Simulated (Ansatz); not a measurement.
# CH₅O₂Y: how energies converge with the basis set

The task here is to estimate one member of a computed series from the others.

The runs use Ansatz 0.2.0, Gaussian basis; one geometry, several basis sets.

The runs, in order: PBE0-D4/def2-SVP; ωB97M-V/def2-SVP; PBE0-D4/def2-QZVPP; ωB97M-V/def2-QZVPP; the functionals' def2-TZVPP values are taken from earlier runs.

1 further run of the same task is left out (for a known fault of the program).

**The relaxed structure**

An earlier PBE0-D4 in a triple-zeta def2 set relaxation fixed the geometry. Y takes the def2 core potential; no spin-orbit term is included.

9 atoms, charge 0, spin multiplicity 1.

Atoms are counted from 1 here; the program's logs count them from 0.

Bond lengths: C1–Y2 2.378 Å, C1–H5 1.100 Å, C1–H6 1.098 Å, C1–H7 1.098 Å, Y2–O3 2.021 Å, Y2–O4 2.021 Å, O3–H8 0.952 Å, O4–H9 0.952 Å. Angles: Y2–C1–H5 111.1°, Y2–C1–H6 113.5°, Y2–C1–H7 113.7°, H5–C1–H6 105.5°, H5–C1–H7 105.7°, H6–C1–H7 106.8°, C1–Y2–O3 115.7°, C1–Y2–O4 115.6°, O3–Y2–O4 125.8°, Y2–O3–H8 171.8°, Y2–O4–H9 171.9°.

The first run:

in.yaml

```yaml
crystal:
  periodic: [false, false, false]
  atoms:
    - {symbol: C, position_ang: [0.064086, 1.129921, -1.255230]}
    - {symbol: Y, position_ang: [0.112123, -0.295472, 0.647752]}
    - {symbol: O, position_ang: [1.495689, -1.767688, 0.606812]}
    - {symbol: O, position_ang: [-1.545989, -0.264738, 1.802268]}
    - {symbol: H, position_ang: [-0.558051, 0.701128, -2.054691]}
    - {symbol: H, position_ang: [-0.364723, 2.120024, -1.049915]}
    - {symbol: H, position_ang: [1.051134, 1.298314, -1.705542]}
    - {symbol: H, position_ang: [2.053764, -2.538432, 0.647310]}
    - {symbol: H, position_ang: [-2.308044, -0.383058, 2.361237]}
basis:
  gaussian: {orbitals: def2-SVP}
hamiltonian: {xc: pbe0, dispersion: d4}
output: {orbitals: {seedname: orbitals}}
```

Command:

```bash
ansatz run in.yaml --threads 4 --pin off --events-out ev --progress --plain --max-ram 10444MiB
```

Steps of the session up to this table: PBE0-D4 in def2-SVP; ωB97M-V in def2-SVP; PBE0-D4 in def2-QZVPP; ωB97M-V in def2-QZVPP.

One table of the session follows, with a row left open; its other results are not shown here.

It belongs to the step «Density functionals: the series». 

| functional | basis | HOMO (eV) | LUMO (eV) |
| --- | --- | --- | --- |
| PBE0-D4 | def2-SVP | -6.05 | -1.40 |
| PBE0-D4 | def2-TZVPP | -6.23 | -1.49 |
| PBE0-D4 | def2-QZVPP | -6.26 | -1.50 |
| ωB97M-V | def2-SVP | -8.31 | -0.15 |
| ωB97M-V | def2-TZVPP | -8.51 | -0.30 |
| ωB97M-V | def2-QZVPP | ? | ? |

**Question.** Estimate the row for ωB97M-V, def2-QZVPP.

**Answer.** HOMO (eV): -8.53; LUMO (eV): -0.39. In the column «HOMO (eV)» it is the lowest.
